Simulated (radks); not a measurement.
# Cd in [Kr] 4d10 5s1 4f1: an all-electron calculation

What are the levels of neutral cadmium, how large are its shells, and how does its energy divide?

Method: non-relativistic Kohn-Sham, SCAN, spin-polarised, spherical densities, point nucleus; open shells are filled with parallel spins first. Code: radks (a radial shooting solver on a logarithmic mesh, Libxc functionals) version 1.

### 1 Starting point

| Item | Value |
| --- | --- |
| element | cadmium (Z = 48) |
| charge | 0 |
| electrons | 48 |
| configuration | [Kr] 4d10 5s1 4f1 |

The outer shells:

Cd
```
[Kr] core
4d [↑↓][↑↓][↑↓][↑↓][↑↓]
5s [↑ ]
4f [↑ ][  ][  ][  ][  ][  ][  ]
```

### 2 Self-consistent calculation

The run's settings:

```text
Z 48
configuration [Kr] 4d10 5s1 4f1 5p0 6s0
relativity non-relativistic
functional scan,scan
spin polarised
nucleus point
```

The run is started by

```console
$ python run_ks.py task.json out
```

All runs below come from this command, one after another.

**Question.** What will this run give?

The runs gave:

| quantity | value |
| --- | --- |
| total energy | -5467.68009 hartree |
| exchange-correlation share of it | 2.77 % |
| −T/E | 0.9996 |
| highest occupied level | 4f up, -0.423 eV |
| most extended occupied level | 4f up, <r> = 17.9 bohr |
| radius at density 0.001 e/bohr³ | 3.88 bohr |
| maxima of the radial density | 5 |

5 principal shells are occupied and 5 maxima appear in the radial density. −T/E = 0.9996, near the virial value of 1. This is not the tabulated ground configuration, so its levels and sizes aren't those of the ground state, and no measured value stands beside it.
